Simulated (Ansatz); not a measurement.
# Li+ with C₂H₆: structure and interaction energy

Aim: relax the pair, then compute its interaction energy with counterpoise at many levels, up to CCSD(T).

Computed with Ansatz 0.2.0, Gaussian basis. Level: PBE0-D4 structure, single points in def2-TZVPPD.

Levels: PBE-D4, revPBE-D4, BLYP-D4, r2SCAN-D4, B97M-V, PBE0-D4, B3LYP-D4, HSE06-D4, wB97X-V, wB97M-V, B2PLYP, Hartree-Fock, MP2, CCSD, CCSD(T). The reference is CCSD(T) extrapolated to the basis limit.

Cores are frozen in the correlated methods. The outer core shell of Li, Na, Mg and K is correlated. B3LYP uses VWN-RPA correlation. B2PLYP carries no dispersion term here.

164 further runs of the same task are left out: 1 that didn't finish, 163 set aside as unsound or not needed.

### 1 The starting structure

The pair, from a GFN2-xTB docking trial: 9 atoms, charge 1, spin multiplicity 1.

Atoms are counted from 1 here; the program's logs count them from 0.

Bond lengths: Li1–C3 2.400 Å, Li1–H4 2.025 Å, C2–C3 1.530 Å, C2–H4 1.113 Å, C2–H5 1.089 Å, C2–H6 1.089 Å, C3–H7 1.087 Å, C3–H8 1.101 Å, C3–H9 1.103 Å. Angles: C3–Li1–H4 59.3°, C3–C2–H4 112.7°, C3–C2–H5 110.2°, C3–C2–H6 110.0°, H4–C2–H5 108.1°, H4–C2–H6 107.9°, H5–C2–H6 107.7°, Li1–C3–C2 79.5°, Li1–C3–H7 170.6°, Li1–C3–H8 71.2°, Li1–C3–H9 66.7°, C2–C3–H7 109.6°, C2–C3–H8 111.4°, C2–C3–H9 111.4°, H7–C3–H8 106.6°, H7–C3–H9 106.6°, H8–C3–H9 111.1°, Li1–H4–C2 108.4°.

As a file:

```
Li    0.1031    0.2999   -2.1035
C     0.2078    0.6638    0.4694
C    -0.2324   -0.7357    0.0350
H     0.4748    1.3166   -0.3919
H    -0.5878    1.1518    1.0311
H     1.0785    0.5955    1.1195
H    -0.4724   -1.3304    0.9121
H     0.5764   -1.2649   -0.4925
H    -1.1480   -0.6965   -0.5793
```

Atoms 1 to 1 are fragment A (Li+), the rest fragment B (C₂H₆).

### 2 A first relaxation in a small basis

Contents of pre/in.yaml:

```yaml
crystal:
  periodic: [false, false, false]
  atoms:
    - {symbol: Li, position_ang: [0.103100, 0.299900, -2.103500]}
    - {symbol: C, position_ang: [0.207800, 0.663800, 0.469400]}
    - {symbol: C, position_ang: [-0.232400, -0.735700, 0.035000]}
    - {symbol: H, position_ang: [0.474800, 1.316600, -0.391900]}
    - {symbol: H, position_ang: [-0.587800, 1.151800, 1.031100]}
    - {symbol: H, position_ang: [1.078500, 0.595500, 1.119500]}
    - {symbol: H, position_ang: [-0.472400, -1.330400, 0.912100]}
    - {symbol: H, position_ang: [0.576400, -1.264900, -0.492500]}
    - {symbol: H, position_ang: [-1.148000, -0.696500, -0.579300]}
basis:
  gaussian: {orbitals: def2-SVP}
total_charge: 1
hamiltonian: {xc: pbe, dispersion: d4}
relax: {f_tol: 0.03, max_steps: 250}
```

On the command line:

```bash
$ ansatz run in.yaml --threads 2 --pin off --events-out ev --progress --plain --max-ram 5222MiB
```

After this run come: Relaxation at PBE0-D4; wB97X-V/def2-TZVPPD; wB97M-V/def2-TZVPPD; B2PLYP/def2-TZVPPD; B97M-V/def2-TZVPPD; CCSD(T)/def2-TZVPPD; MP2/def2-QZVPPD; Vibrations of the pair.

Before running it: what results should come out? Wanted: interaction energy, CCSD(T)/CBS; of it Hartree-Fock; D4 term of PBE0-D4; shortest contact; lowest wavenumber.

The runs gave:

| quantity | value |
| --- | --- |
| interaction energy, CCSD(T)/CBS | -766 meV |
| of it Hartree-Fock (basis limit) | -708 meV |
| D4 term of PBE0-D4 | -9 meV |
| shortest contact | Li1–H4 1.92 Å |
| lowest wavenumber | 123 cm⁻¹ |

What this shows: The pair is bound by 766 meV at fixed fragment shapes. Hartree-Fock gives 92 % of it, so electrostatics, induction and charge transfer lead. The functionals run from r2SCAN-D4, off by -6 meV, to PBE-D4, off by -82 meV, against CCSD(T)/CBS. By rung, the mean size of the error is: GGA 50, meta-GGA 7, hybrid 66, screened hybrid 78, range-separated hybrid 35, double hybrid 25 meV. PBE-D4 gives an interaction energy 82 meV too low, an error of 11 % of the reference. CCSD(T) moves by -36 meV from triple zeta to the limit; gaps between functionals far smaller than that don't rank them. A lower arrangement may exist.
